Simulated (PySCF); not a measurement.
# C2H8GeN2Si: the cost of one run

Programs: PySCF 2.14.0, with density-fitted response routines of our own. Each step states its level of theory. These are calculated values for one molecule in the gas phase, unless marked as measured. Atoms count from 0, in the outputs and in this text.

## (1) The starting structure

14 atoms, charge 0, multiplicity 1; geometry from: GFN2-xTB.

Bonds of the start (Å): C0–Si1 1.90, Si1–C2 1.87, C2–N3 1.15, Si1–Ge4 2.35, Ge4–N5 1.82, C0–H6 1.09, C0–H7 1.09, C0–H8 1.09, Si1–H9 1.47, Ge4–H10 1.51, Ge4–H11 1.53, N5–H12 1.01, N5–H13 1.01.

## (2) TDDFT and polarisability: B3LYP/def2-SVPD

The job: settings as JSON, then the geometry in Å.

```
{"job": {"kind": "uv", "xc": "B3LYP", "basis": "def2-SVPD", "nstates": 8, "ntriplets": 3}, "charge": 0, "multiplicity": 1}
C     -1.789059    -0.756676    -0.798153
Si    -0.924958     0.066373     0.678452
C     -1.020221     1.915202     0.390236
N     -1.013496     3.046380     0.204308
Ge     1.358350    -0.472118     0.788625
N      2.106690     0.078134    -0.776167
H     -1.262466    -0.531502    -1.722843
H     -2.817399    -0.424358    -0.908997
H     -1.796821    -1.837221    -0.678557
H     -1.654476    -0.142508     1.936364
H      1.691747    -1.946847     0.811159
H      2.094717     0.079280     2.007938
H      1.937006     1.038167    -1.043363
H      3.089710    -0.112778    -0.911167
```

Level: TDDFT B3LYP/def2-SVPD, vertical, gas phase, core orbitals frozen in the response.

The run is started by

```
> OMP_NUM_THREADS=1 python probes_run.py task.json out
```

The driver reads the jobs from task.json and runs them one after another.

Q: Estimate the wall time and peak memory of this job on 1 thread of Arm Neoverse N1, shared host.

About 68 s, with a peak of 0.88 GiB.
